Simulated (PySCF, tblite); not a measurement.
# B10N10H14: electronic excitations, NMR shifts

Aim: compute the electronic excitations, NMR shifts of B10N10H14.

Programs: tblite 0.8.0 and PySCF 2.14.0, with routines of our own; each step states its level. All values are computed. Atoms count from 0.

## Step 1: The system as given

34 atoms, charge 0, multiplicity 1; geometry from: force field, distance geometry or constructed start.

## Step 2: Geometry optimisation with GFN2-xTB

The job: settings as JSON, then the geometry in Å.

```
{"job": {"kind": "relax", "xc": "GFN2-xTB", "basis": "xTB"}, "charge": 0, "multiplicity": 1}
B      2.758900     0.976500     0.421400
N      1.980100     2.058100    -0.136100
B      0.975900     2.573800     0.755300
N     -0.354400     2.580500     0.195900
B     -0.537900     2.519800    -1.230200
N     -1.644700     1.789700    -1.788400
B     -1.366200     2.057200     1.082300
N     -2.133500     0.981000     0.534900
B     -2.196000     0.795200    -0.902700
N     -2.249800    -0.527000    -1.452900
B     -2.304800    -0.149300     1.414800
N     -1.877600    -1.403600     0.864700
B     -1.767200    -1.556400    -0.566000
N     -0.713300    -2.367200    -1.125900
B     -1.057600    -2.186700     1.748400
N      0.211000    -2.572800     1.202300
B      0.404500    -2.571500    -0.238800
N      1.671300    -2.195200    -0.792900
B      2.491500    -1.399800     0.094100
N      2.922500    -0.147200    -0.457900
H      3.207200     1.015600     1.501600
H      2.141300     2.430700    -1.086900
H      1.212000     2.970600     1.838000
H      0.210300     3.067000    -1.943400
H     -2.008600     1.965200    -2.742400
H     -1.551100     2.475000     2.165200
H     -2.600400    -0.722600    -2.412700
H     -2.749200    -0.048200     2.495300
H     -0.759300    -2.769800    -2.082700
H     -1.394500    -2.496300     2.828800
H      0.996900    -2.848900     1.824500
H      1.972900    -2.461500    -1.749200
H      2.783300    -1.752600     1.166900
H      3.318200    -0.061200    -1.414300
```

Started as:

```bash
OMP_NUM_THREADS=1 python large_run.py task.json out
```

This one command runs all jobs of the session in turn.

The program printed:

```text
step      E/eV     max force
  0   -1341.22297    1.989
  1   -1341.75356    1.497
  2   -1342.32634    1.069
  3   -1342.62352    1.007
  4   -1342.74243    0.558
  5   -1342.80427    0.515
  6   -1342.89158    0.490
  7   -1342.93853    0.411
  8   -1342.98232    0.350
  9   -1343.02027    0.400
 10   -1343.05999    0.479
 11   -1343.10127    0.396
 12   -1343.13856    0.469
 13   -1343.16761    0.381
 14   -1343.18809    0.301
 15   -1343.20094    0.209
 16   -1343.20994    0.202
 17   -1343.21904    0.172
 18   -1343.22796    0.197
 19   -1343.23879    0.204
 20   -1343.24908    0.176
 21   -1343.25677    0.142
 22   -1343.26221    0.134
 23   -1343.26708    0.131
 24   -1343.27264    0.133
 25   -1343.27844    0.119
 26   -1343.28314    0.129
 27   -1343.28672    0.125
 28   -1343.28986    0.101
 29   -1343.29275    0.081
 30   -1343.29511    0.091
 31   -1343.29710    0.087
 32   -1343.29944    0.084
 33   -1343.30275    0.114
 34   -1343.30681    0.117
 35   -1343.31070    0.113
 36   -1343.31397    0.092
 37   -1343.31691    0.111
 38   -1343.31991    0.104
 39   -1343.32286    0.104
 40   -1343.32541    0.092
 41   -1343.32783    0.097
 42   -1343.33050    0.100
 43   -1343.33322    0.099
 44   -1343.33542    0.084
 45   -1343.33711    0.083
 46   -1343.33867    0.070
 47   -1343.34046    0.080
 48   -1343.34240    0.088
 49   -1343.34421    0.095
 50   -1343.34577    0.082
 51   -1343.34726    0.067
 52   -1343.34872    0.065
 53   -1343.35004    0.070
 54   -1343.35108    0.051
 55   -1343.35186    0.058
 56   -1343.35252    0.051
 57   -1343.35308    0.041
 58   -1343.35353    0.044
 59   -1343.35390    0.039
 60   -1343.35424    0.046
 61   -1343.35461    0.042
 62   -1343.35501    0.045
 63   -1343.35538    0.040
 64   -1343.35568    0.030
 65   -1343.35594    0.030
 66   -1343.35622    0.033
 67   -1343.35653    0.033
 68   -1343.35682    0.031
 69   -1343.35704    0.028
 70   -1343.35721    0.020
```

Wall time 2.4 s (1 thread of Arm Neoverse N1, shared host); peak memory 0.16 GiB.

Step by step:

```
step  energy from step 0 (eV)  largest force (eV/Å)
   0                   0.0000                1.9889
   1                  -0.5306                1.4972
   2                  -1.1034                1.0689
   3                  -1.4006                1.0074
   4                  -1.5195                0.5574
   5                  -1.5813                0.5152
   6                  -1.6686                0.4895
   7                  -1.7156                0.4108
   8                  -1.7594                0.3496
  13                  -1.9446                0.3805
  18                  -2.0050                0.1971
  23                  -2.0441                0.1307
  29                  -2.0698                0.0814
  34                  -2.0838                0.1174
  39                  -2.0999                0.1042
  44                  -2.1125                0.0849
  50                  -2.1228                0.0818
  55                  -2.1289                0.0575
  60                  -2.1313                0.0456
  66                  -2.1332                0.0333
  67                  -2.1336                0.0323
  68                  -2.1338                0.0307
  69                  -2.1341                0.0276
  70                  -2.1342                0.0196
```

Close pairs (by a distance rule), those that changed most:

```csv
bond,before (Å),after (Å),change (Å)
N15–H30,1.040,1.007,-0.033
N9–H26,1.040,1.009,-0.031
N13–H28,1.039,1.009,-0.030
B4–N5,1.439,1.411,-0.028
N5–H24,1.036,1.008,-0.028
B14–N15,1.434,1.409,-0.025
N19–H33,1.039,1.014,-0.025
N17–H31,1.037,1.013,-0.024
```

The next job starts from the end point, and lists it.

## Step 3: Electronic excitations: TDDFT B3LYP/6-31G*

The job: settings as JSON, then the geometry in Å.

```
{"job": {"kind": "uv", "basis": "6-31G*", "grid": 1, "kgrid": 0, "vcut": 1.5, "nstates": 6, "ntriplets": 2, "tda": false, "delta": [], "pop": true, "xc": "B3LYP"}, "charge": 0, "multiplicity": 1}
B      2.672084     0.968086     0.393055
N      1.904213     2.031072    -0.153861
B      0.958879     2.779003     0.617420
N     -0.385099     2.830513     0.104170
B     -0.746430     2.859099    -1.285158
N     -1.709362     1.943813    -1.760083
B     -1.275663     2.146713     1.016844
N     -1.996456     1.025454     0.505686
B     -2.033858     0.822884    -0.919705
N     -2.125418    -0.500922    -1.436564
B     -2.135568    -0.118228     1.374418
N     -1.743550    -1.380950     0.843149
B     -1.557093    -1.504609    -0.582467
N     -0.598348    -2.430238    -1.093157
B     -1.057085    -2.310814     1.708659
N      0.077596    -2.953500     1.174732
B      0.473342    -2.738890    -0.186496
N      1.835494    -2.504563    -0.600360
B      2.540814    -1.527943     0.192398
N      2.786992    -0.243902    -0.362766
H      3.090110     1.029407     1.480924
H      1.590272     1.876039    -1.105356
H      1.233782     3.137413     1.695658
H     -0.223064     3.608798    -2.025315
H     -1.950074     1.928534    -2.739148
H     -1.276917     2.394390     2.161299
H     -2.105343    -0.637057    -2.436264
H     -2.394972     0.014454     2.507769
H     -0.420805    -2.423415    -2.086756
H     -1.364964    -2.447356     2.829754
H      0.722656    -3.412747     1.796487
H      1.913390    -2.358680    -1.600011
H      2.770869    -1.733692     1.318894
H      2.521310    -0.150513    -1.336928
```

Level: TDDFT B3LYP/6-31G*, vertical, gas phase, core orbitals frozen in the response, virtual orbitals cut by energy.

The program printed:

```text
start: PBE on a coarse grid of 28293 points
cycle   1  E = -803.9778813780  dE =  3.078e+00  |g| = 1.226e+00  |ddm| = 6.119e+00
cycle   2  E = -803.3432153027  dE =  6.347e-01  |g| = 2.058e+00  |ddm| = 3.095e+00
cycle   3  E = -804.3232822369  dE = -9.801e-01  |g| = 2.147e-01  |ddm| = 2.064e+00
cycle   4  E = -804.3349573725  dE = -1.168e-02  |g| = 6.593e-02  |ddm| = 2.659e-01
cycle   5  E = -804.3358217306  dE = -8.644e-04  |g| = 2.717e-02  |ddm| = 7.509e-02
cycle   6  E = -804.3359837974  dE = -1.621e-04  |g| = 9.846e-03  |ddm| = 3.379e-02
final grid: 124203 points
cycle   7  E = -805.2600315380  dE = -6.871e-03  |g| = 1.151e-01  |ddm| = 2.955e-01
cycle   8  E = -805.2578869210  dE =  2.145e-03  |g| = 1.511e-01  |ddm| = 1.796e-01
cycle   9  E = -805.2627146487  dE = -4.828e-03  |g| = 1.128e-02  |ddm| = 1.091e-01
cycle  10  E = -805.2627448089  dE = -3.016e-05  |g| = 3.428e-03  |ddm| = 1.458e-02
cycle  11  E = -805.2627464498  dE = -1.641e-06  |g| = 1.275e-03  |ddm| = 3.358e-03
cycle  12  E = -805.2627480222  dE = -1.572e-06  |g| = 3.851e-04  |ddm| = 1.281e-03
cycle  13  E = -805.2627495457  dE = -1.524e-06  |g| = 9.423e-05  |ddm| = 3.946e-04
converged SCF energy = -805.2627495457

Static polarisability (au): isotropic 160.043, principal 146.530 156.938 176.663

Singlet excitations
state   eV       nm        f      main configurations
  1   5.3544    231.6   0.04267   H->L 0.54, H-1->L 0.38
  2   5.6564    219.2   0.00360   H-1->L 0.54, H->L 0.41
  3   5.9635    207.9   0.02509   H->L+1 0.59, H-2->L 0.21, H-1->L+1 0.11
  4   5.9812    207.3   0.00697   H-1->L+1 0.32, H->L+1 0.27, H-2->L 0.23
  5   6.0702    204.3   0.00854   H-2->L 0.47, H-1->L+1 0.38
  6   6.1578    201.3   0.02539   H->L+2 0.68, H-1->L+2 0.13

Triplet excitations (Tamm-Dancoff, eV): 4.9353 5.4642
```

Wall time 99 s (1 thread of Arm Neoverse N1, shared host); peak memory 0.65 GiB.

The orbitals next to the gap, with their largest atomic shares:

| orbital | eV | atoms |
| --- | --- | --- |
| HOMO−4 | -7.97 | N1 18 %, N7 14 %, N19 14 % |
| HOMO−3 | -7.65 | N5 16 %, N13 12 %, N7 11 % |
| HOMO−2 | -6.97 | N15 21 %, N11 17 %, N9 10 % |
| HOMO−1 | -6.59 | N17 22 %, N19 15 %, N1 14 % |
| HOMO | -6.54 | N13 22 %, N9 17 %, N3 15 % |
| LUMO | -0.27 | B2 28 %, B4 23 %, B6 21 % |
| LUMO+1 | 0.22 | B10 27 %, B8 14 %, B4 8 % |
| LUMO+2 | 0.40 | B14 24 %, B18 18 %, B16 11 % |
| LUMO+3 | 0.60 | B6 23 %, B0 19 %, B10 16 % |

With each of the 6 states as a Gaussian band of 0.4 eV half-width at 1/e, the curve within the window shown has maxima at 206 nm (ε 2,700) L/(mol cm). Beyond the last state computed it falls off for lack of states. The curve at chosen wavelengths:

```csv
nm,ε (L/mol/cm)
192,1013
195,1514
197,1854
200,2298
203,2593
206,2701
208,2680
211,2555
214,2385
216,2282
219,2170
222,2113
225,2087
227,2070
230,2015
233,1907
236,1740
238,1600
241,1363
244,1114
246,953
249,729
252,538
255,384
257,301
260,204
```

Ground-state properties from the same run:

```csv
property,computed
dipole moment (D),5.91
polarisability (Å³),23.72
HOMO–LUMO gap (eV),6.28
−ε(HOMO) (eV),6.54
```

## Step 4: NMR shifts: GIAO KT3/pcSseg-1

The job, as its differences from that of step 3:

```diff
@@ -1,2 +1,2 @@
-{"job": {"kind": "uv", "basis": "6-31G*", "grid": 1, "kgrid": 0, "vcut": 1.5, "nstates": 6, "ntriplets": 2, "tda": false, "delta": [], "pop": true, "xc": "B3LYP"}, "charge": 0, "multiplicity": 1}
+{"job": {"kind": "nmr", "xc": "KT3", "basis": "pcSseg-1", "pop": false}, "charge": 0, "multiplicity": 1}
 B      2.672084     0.968086     0.393055
```

With the program's defaults for keys left out, this is: GIAO KT3/pcSseg-1 NMR shielding, non-relativistic, gas phase.

The program printed:

```text
start: PBE on a coarse grid of 28293 points
cycle   1  E = -803.6693925473  dE =  3.000e+00  |g| = 1.226e+00  |ddm| = 5.622e+00
cycle   2  E = -802.9926598568  dE =  6.767e-01  |g| = 2.123e+00  |ddm| = 2.958e+00
cycle   3  E = -804.0024372907  dE = -1.010e+00  |g| = 2.132e-01  |ddm| = 2.066e+00
cycle   4  E = -804.0136414700  dE = -1.120e-02  |g| = 6.805e-02  |ddm| = 2.597e-01
cycle   5  E = -804.0145439969  dE = -9.025e-04  |g| = 2.690e-02  |ddm| = 7.047e-02
cycle   6  E = -804.0146900664  dE = -1.461e-04  |g| = 1.085e-02  |ddm| = 3.120e-02
cycle   7  E = -804.0147175630  dE = -2.750e-05  |g| = 2.832e-03  |ddm| = 1.193e-02
final grid: 263144 points
cycle   8  E = -817.9980876833  dE = -4.058e-02  |g| = 1.406e-01  |ddm| = 4.875e-01
cycle   9  E = -817.9892975483  dE =  8.790e-03  |g| = 2.438e-01  |ddm| = 2.928e-01
cycle  10  E = -818.0024835370  dE = -1.319e-02  |g| = 1.295e-02  |ddm| = 1.859e-01
cycle  11  E = -818.0025212979  dE = -3.776e-05  |g| = 6.062e-03  |ddm| = 1.877e-02
cycle  12  E = -818.0025294181  dE = -8.120e-06  |g| = 2.069e-03  |ddm| = 6.140e-03
cycle  13  E = -818.0025291710  dE =  2.471e-07  |g| = 5.494e-04  |ddm| = 2.055e-03
cycle  14  E = -818.0025292472  dE = -7.621e-08  |g| = 1.740e-04  |ddm| = 5.496e-04
cycle  15  E = -818.0025279038  dE =  1.343e-06  |g| = 6.389e-05  |ddm| = 2.022e-04
converged SCF energy = -818.0025279038

GIAO shielding tensors (ppm)
atom      isotropic    diamagn.    paramagn.     s11        s22        s33       span
  0 B       76.030     206.346    -130.317     54.980     60.089    113.019     58.039
  1 N       97.098     342.129    -245.031     -7.397    109.886    188.807    196.204
  2 B       70.311     205.803    -135.493     51.327     52.305    107.300     55.973
  3 N       85.815     344.055    -258.240    -10.270     41.416    226.299    236.569
  4 B       76.306     208.871    -132.564     49.383     64.696    114.840     65.456
  5 N      132.992     333.709    -200.717     26.710    162.470    209.797    183.087
  6 B       74.364     206.881    -132.517     52.650     59.379    111.065     58.415
  7 N       91.678     345.333    -253.655      6.971     24.941    243.122    236.151
  8 B       79.438     213.541    -134.104     58.664     73.367    106.282     47.618
  9 N      157.400     337.278    -179.878     82.532    177.351    212.319    129.787
 10 B       70.868     204.741    -133.873     50.754     57.620    104.231     53.477
 11 N      101.548     342.424    -240.876     22.137     37.436    245.070    222.933
 12 B       78.234     213.307    -135.073     59.016     70.830    104.858     45.842
 13 N      147.902     339.462    -191.560     71.654    171.292    200.760    129.106
 14 B       73.353     202.876    -129.524     49.320     63.678    107.061     57.741
 15 N      140.898     332.120    -191.222     50.323    158.411    213.961    163.637
 16 B       76.901     212.177    -135.277     61.197     65.657    103.848     42.651
 17 N      144.817     338.560    -193.742     71.135    159.396    203.921    132.786
 18 B       71.946     207.343    -135.397     47.848     57.138    110.853     63.005
 19 N      113.626     339.903    -226.276     21.271    137.214    182.394    161.123
 20 H       27.454      35.994      -8.541     25.362     27.724     29.275      3.913
 21 H       28.302      47.508     -19.206     26.679     27.236     30.992      4.313
 22 H       26.769      34.449      -7.680     25.303     26.466     28.539      3.235
 23 H       27.036      33.520      -6.484     24.665     27.188     29.255      4.590
 24 H       26.749      35.443      -8.694     23.203     26.083     30.962      7.759
 25 H       26.866      35.090      -8.224     24.663     27.135     28.800      4.137
 26 H       28.412      40.349     -11.937     23.963     28.537     32.736      8.773
 27 H       26.740      34.376      -7.636     24.594     27.093     28.533      3.939
 28 H       28.584      42.332     -13.748     24.818     28.819     32.116      7.298
 29 H       27.099      32.180      -5.081     24.810     27.195     29.293      4.483
 30 H       26.992      33.672      -6.679     22.946     25.928     32.103      9.157
 31 H       29.151      42.205     -13.054     26.437     28.713     32.305      5.868
 32 H       27.274      37.625     -10.350     24.919     27.595     29.309      4.390
 33 H       28.132      45.944     -17.813     26.724     28.407     29.264      2.540
```

Wall time 82 s (1 thread of Arm Neoverse N1, shared host); peak memory 0.63 GiB.

The references, computed at this level on geometries of the same kind, shield at (ppm): 1H TMS 31.76, 15N NH3 264.4, 11B BF3·OEt2 100.0. Their shielding less the atom's gives the shift. The references are single molecules in the gas phase, so shifts against H2O, NH3, PH3, H3PO4 or CFCl3 are not on the usual liquid scales and can be off by tens of ppm.

```
atoms                           environment  σ (ppm)  δ (ppm)
  H27     hydrogen on a boron bonded to 2 N    26.74     5.02
  H24  hydrogen on a nitrogen bonded to 2 B    26.75     5.01
  H22     hydrogen on a boron bonded to 2 N    26.77     4.99
  H25     hydrogen on a boron bonded to 2 N    26.87     4.89
  H30  hydrogen on a nitrogen bonded to 2 B    26.99     4.77
  H23     hydrogen on a boron bonded to 2 N    27.04     4.72
  H29     hydrogen on a boron bonded to 2 N    27.10     4.66
  H32     hydrogen on a boron bonded to 2 N    27.27     4.49
  H20     hydrogen on a boron bonded to 2 N    27.45     4.31
  H33  hydrogen on a nitrogen bonded to 2 B    28.13     3.63
  H21  hydrogen on a nitrogen bonded to 2 B    28.30     3.46
  H26  hydrogen on a nitrogen bonded to 2 B    28.41     3.35
  H28  hydrogen on a nitrogen bonded to 2 B    28.58     3.18
  H31  hydrogen on a nitrogen bonded to 2 B    29.15     2.61
   B2                boron bonded to 2 N, H     70.3     29.7
  B10                boron bonded to 2 N, H     70.9     29.1
  B18                boron bonded to 2 N, H     71.9     28.0
  B14                boron bonded to 2 N, H     73.4     26.6
   B6                boron bonded to 2 N, H     74.4     25.6
   B0                boron bonded to 2 N, H     76.0     23.9
   B4                boron bonded to 2 N, H     76.3     23.7
  B16                   boron bonded to 3 N     76.9     23.1
  B12                   boron bonded to 3 N     78.2     21.7
   B8                   boron bonded to 3 N     79.4     20.5
   N3                nitrogen bonded to 3 B     85.8    178.6
   N7                nitrogen bonded to 3 B     91.7    172.7
   N1             nitrogen bonded to 2 B, H     97.1    167.3
  N11                nitrogen bonded to 3 B    101.5    162.8
  N19             nitrogen bonded to 2 B, H    113.6    150.8
   N5             nitrogen bonded to 2 B, H    133.0    131.4
  N15             nitrogen bonded to 2 B, H    140.9    123.5
  N17             nitrogen bonded to 2 B, H    144.8    119.6
  N13             nitrogen bonded to 2 B, H    147.9    116.5
   N9             nitrogen bonded to 2 B, H    157.4    107.0
```

Ring of atoms N3, B4, N5, B6, N7, B8: NICS(0) -1.9, NICS(1) -2.8, NICS(1)zz -3.8 ppm (means of both faces).

Ring of atoms N7, B8, N9, B10, N11, B12: NICS(0) -1.9, NICS(1) -2.4, NICS(1)zz -1.2 ppm (means of both faces; NICS(1) differs between them: -3.8 and -1.1).

Ring of atoms N11, B12, N13, B14, N15, B16: NICS(0) -2.7, NICS(1) -2.6, NICS(1)zz -1.4 ppm (means of both faces; NICS(1) differs between them: -3.8 and -1.3).

## Step 5: Summary of results

| quantity | value |
| --- | --- |
| lowest singlet (B3LYP/6-31G*) | 5.35 eV (232 nm), f = 0.043 |
| lowest triplet | 4.94 eV |
| 1H shifts against TMS (KT3/pcSseg-1) | 5.02, 5.01, 4.99, 4.89, 4.77, 4.72, 4.66, 4.49, 4.31, 3.63, 3.46, 3.35, 3.18, 2.61 ppm |
| 11B shifts against BF3·OEt2 (KT3/pcSseg-1) | 29.7, 29.1, 28.0, 26.6, 25.6, 23.9, 23.7, 23.1, 21.7, 20.5 ppm |
| 15N shifts against NH3 (KT3/pcSseg-1) | 178.6, 172.7, 167.3, 162.8, 150.8, 131.4, 123.5, 119.6, 116.5, 107.0 ppm |

The lowest singlet, at 5.35 eV, is HOMO→LUMO 0.54, HOMO−1→LUMO 0.38 and is weak. The lowest triplet lies 0.42 eV below the lowest singlet (triplets in Tamm-Dancoff, singlets in full TDDFT).
